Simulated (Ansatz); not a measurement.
Set up this calculation in Ansatz 0.2.0, as the native input.

```yaml
Task: band structure
Functional: PBEsol
Potentials_or_basis: all-electron LAPW, scalar-relativistic
Cutoff: 223 eV (chosen from the basis error)
Basis_error_allowed: 0.002 eV/atom
k_mesh: 9 × 9 × 9
Occupations: fermi-dirac, width 0.05 eV
Spin: no spin polarisation
```

Cd3Se:

```
Cd Se
1.0
    -2.04095    2.04095    6.08708
     2.04095   -2.04095    6.08708
     2.04095    2.04095   -6.08708
Cd Se
3 1
Direct
  0.50000 0.50000 0.00000
  0.25000 0.75000 0.50000
  0.75000 0.25000 0.50000
  0.00000 0.00000 0.00000
```

The cell comes from a database or a generator and needn't be the stable form of this composition.

The input as run:

input.yaml

```yaml
crystal:
  lattice:
    - [-2.040953, 2.040953, 6.08708]
    - [2.040953, -2.040953, 6.08708]
    - [2.040953, 2.040953, -6.08708]
  atoms:
    - { symbol: Cd, position: [0.5, 0.5, 0.0] }
    - { symbol: Cd, position: [0.25, 0.75, 0.5] }
    - { symbol: Cd, position: [0.75, 0.25, 0.5] }
    - { symbol: Se, position: [0.0, 0.0, 0.0] }
kpoints:
  mp_grid: { grid: [9, 9, 9] }
  band_path:
    path:
      - [0.0, 0.0, 0.0]
      - [-0.5, 0.5, 0.0]
      - [-0.5, 0.5, -0.0562105704]
      - [-0.2781052852, 0.2781052852, -0.2781052852]
      - [0.0, 0.0, 0.0]
      - [0.5, 0.5, -0.5]
      - [0.2781052852, 0.7218947148, -0.7218947148]
      - [0.0, 0.5, -0.5]
    npoints: 12
scf:
  occupations: { method: fermi_dirac, width: 0.05 }
hamiltonian:
  xc: pbesol
  pseudopotentials: { kind: all_electron, lapw: { basis_error: 0.002 } }
output:
  forces: true
  stress: true
  eigenvalues: true
```

Potentials or basis: all-electron LAPW, scalar-relativistic.

Command:

```bash
$ ansatz run input.yaml --threads 2 --pin off --max-ram 8192MiB --backend cpu --events-out ev --progress --plain --runs-dir out
```

It gave:

- Pressure: -3.7 GPa
- Band gap along the path: none (metal or under the smearing width)

It took 72 s on 2 threads of Arm Neoverse V1, with other jobs on the host, peak memory 0.73 GiB.
